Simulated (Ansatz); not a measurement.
**SbHBr2: small, medium and large basis sets**

How large a basis does SbHBr2 need? Two functionals are run in growing sets.

Computed with Ansatz 0.2.0, Gaussian basis. Level: one geometry, several basis sets.

The runs, in order: PBE0-D4/def2-SVP; ωB97M-V/def2-SVP; PBE0-D4/def2-QZVPP; ωB97M-V/def2-QZVPP; the functionals' def2-TZVPP values are taken from earlier runs.

## 1. The geometry

The geometry comes from an earlier relaxation with PBE0-D4 in a triple-zeta def2 set; it is a stationary point. Sb takes the def2 core potential; no spin-orbit term is included.

SMILES `[Br][SbH][Br]`, 4 atoms, charge 0, spin multiplicity 1.

Atoms are counted from 1 here; the program's logs count them from 0.

Bond lengths: Br1–Sb2 2.504 Å, Sb2–Br3 2.504 Å, Sb2–H4 1.715 Å. Angles: Br1–Sb2–Br3 100.0°, Br1–Sb2–H4 92.8°, Br3–Sb2–H4 92.8°.

## 2. PBE0-D4 in def2-SVP

Input file in.yaml:

```yaml
crystal:
  periodic: [false, false, false]
  atoms:
    - {symbol: Br, position_ang: [-2.112981, 0.124431, -0.155439]}
    - {symbol: Sb, position_ang: [0.290393, -0.025519, -0.843268]}
    - {symbol: Br, position_ang: [1.162361, -1.545615, 0.945806]}
    - {symbol: H, position_ang: [0.715827, 1.386404, 0.032600]}
basis:
  gaussian: {orbitals: def2-SVP}
hamiltonian: {xc: pbe0, dispersion: d4}
output: {orbitals: {seedname: orbitals}}
```

Command:

```console
> ansatz run in.yaml --threads 2 --pin off --events-out ev --progress --plain --max-ram 4352MiB
```

Further steps of the session: ωB97M-V in def2-SVP; PBE0-D4 in def2-QZVPP; ωB97M-V in def2-QZVPP.

Q: Predict the results of all the runs planned. Wanted: PBE0-D4: double and triple zeta above quadruple; ωB97M-V: double and triple zeta above quadruple.

As calculated:

| quantity | value |
| --- | --- |
| PBE0-D4: double and triple zeta above quadruple | 20.33, 2.94 eV |
| ωB97M-V: double and triple zeta above quadruple | 20.18, 2.84 eV |

PBE0-D4 gains 17.38 eV from double to triple zeta, then 2.94 eV more. Total energies overstate the basis error of differences, where much of it tends to cancel.
